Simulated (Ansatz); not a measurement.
**C3H9BrClHfN: a ladder of functionals and wavefunction methods**

An exercise on one series of results from a longer session: the logs are not shown, and one member is left open.

Computed with Ansatz 0.2.0, Gaussian basis. Level: functionals in def2-TZVPP, the program's frozen cores in correlated methods.

Levels to be run: LDA (SPW92), PBE-D4, revPBE-D4, BLYP-D4, r2SCAN-D4, B97M-V, PBE0-D4, B3LYP-D4, r2SCANh-D4, r2SCAN0-D4, HSE06-D4, BHLYP-D4, CAM-B3LYP-D4, LC-ωPBE, ωB97X-V, ωB97M-V, B2PLYP, PBE-QIDH; CCSD(T)/def2-SVP; CCSD(T)/def2-TZVPP; MP2/def2-QZVPP; extrapolation to the limit; RPA on PBE.

## The relaxed structure

The geometry comes from an earlier relaxation with PBE0-D4 in a triple-zeta def2 set; it is a stationary point, not always the lowest conformer. Hf takes the def2 core potential; no spin-orbit term is included.

SMILES `C[N](C)[Hf]([CH3])([Cl])[Br]`, 16 atoms, charge 0, spin multiplicity 1.

Atoms are counted from 1 here; the program's logs count them from 0.

Bond lengths: C1–N2 1.448 Å, C1–H8 1.098 Å, C1–H9 1.098 Å, C1–H10 1.097 Å, N2–C3 1.443 Å, N2–Hf4 1.993 Å, C3–H11 1.092 Å, C3–H12 1.098 Å, C3–H13 1.098 Å, Hf4–C5 2.203 Å, Hf4–Cl6 2.352 Å, Hf4–Br7 2.521 Å, C5–H14 1.095 Å, C5–H15 1.097 Å, C5–H16 1.096 Å. Angles: N2–C1–H8 111.4°, N2–C1–H9 111.4°, N2–C1–H10 111.1°, H8–C1–H9 108.4°, H8–C1–H10 107.4°, H9–C1–H10 107.0°, C1–N2–C3 113.3°, C1–N2–Hf4 116.1°, C3–N2–Hf4 130.5°, N2–C3–H11 110.8°, N2–C3–H12 111.1°, N2–C3–H13 111.2°, H11–C3–H12 108.0°, H11–C3–H13 108.0°, H12–C3–H13 107.7°, N2–Hf4–C5 103.2°, N2–Hf4–Cl6 110.6°, N2–Hf4–Br7 110.0° and more.

Set-up of the first run:

Contents of in.yaml:

```yaml
crystal:
  periodic: [false, false, false]
  atoms:
    - {symbol: C, position_ang: [1.128827, -1.218804, -0.282880]}
    - {symbol: N, position_ang: [0.540861, 0.057584, -0.631150]}
    - {symbol: C, position_ang: [0.588668, 0.341602, -2.045438]}
    - {symbol: Hf, position_ang: [-0.193052, 1.128584, 0.881274]}
    - {symbol: C, position_ang: [-1.800637, -0.153385, 1.672116]}
    - {symbol: Cl, position_ang: [-1.172484, 3.114840, 0.088526]}
    - {symbol: Br, position_ang: [1.525242, 1.319441, 2.716212]}
    - {symbol: H, position_ang: [0.599725, -2.048935, -0.768493]}
    - {symbol: H, position_ang: [2.186233, -1.264599, -0.573484]}
    - {symbol: H, position_ang: [1.086032, -1.391819, 0.799114]}
    - {symbol: H, position_ang: [0.133196, 1.310007, -2.261580]}
    - {symbol: H, position_ang: [0.049369, -0.422411, -2.620878]}
    - {symbol: H, position_ang: [1.623923, 0.364668, -2.410597]}
    - {symbol: H, position_ang: [-1.457831, -1.166767, 1.907603]}
    - {symbol: H, position_ang: [-2.225337, 0.273367, 2.588734]}
    - {symbol: H, position_ang: [-2.612726, -0.243354, 0.940892]}
basis:
  gaussian: {orbitals: def2-TZVPP}
hamiltonian: {xc: lda}
output: {orbitals: {seedname: orbitals}}
```

On the command line:

```
$ ansatz run in.yaml --threads 2 --pin off --events-out ev --progress --plain --max-ram 32768MiB --backend cuda --devices 0, --max-vram 18GiB
```

Steps of the session up to this table: LDA; PBE-D4 (GGA); revPBE-D4 (GGA); BLYP-D4 (GGA); r2SCAN-D4 (meta-GGA); B97M-V (meta-GGA); PBE0-D4 (hybrid); B3LYP-D4 (hybrid); r2SCANh-D4 (hybrid); r2SCAN0-D4 (hybrid); HSE06-D4 (hybrid); BHLYP-D4 (hybrid); CAM-B3LYP-D4 (range-separated); LC-ωPBE (range-separated); ωB97X-V (range-separated); ωB97M-V (range-separated); B2PLYP (double hybrid); PBE-QIDH (double hybrid).

One table of the session follows, with a row left open; its other results are not shown here.

It belongs to the step «Frontier levels by functional». 

| functional | HOMO (eV) | gap (eV) |
| --- | --- | --- |
| LDA (SPW92) | -5.98 | 3.64 |
| PBE-D4 | -5.84 | 3.76 |
| revPBE-D4 | ? | ? |
| BLYP-D4 | -5.72 | 3.78 |
| r2SCAN-D4 | -6.07 | 4.21 |
| B97M-V | -6.16 | 4.32 |
| PBE0-D4 | -7.09 | 5.90 |
| B3LYP-D4 | -6.88 | 5.48 |
| r2SCANh-D4 | -6.54 | 5.00 |
| r2SCAN0-D4 | -7.25 | 6.20 |
| HSE06-D4 | -6.69 | 5.12 |
| BHLYP-D4 | -8.26 | 8.12 |
| CAM-B3LYP-D4 | -8.44 | 8.38 |
| LC-ωPBE | -9.77 | 10.89 |
| ωB97X-V | -9.44 | 10.45 |
| ωB97M-V | -9.35 | 10.24 |

Q: Estimate the row for revPBE-D4 from the others.

**Answer.** HOMO (eV): -5.78; gap (eV): 3.80. In the column «HOMO (eV)» it lies between PBE-D4 (-5.84) and BLYP-D4 (-5.72).
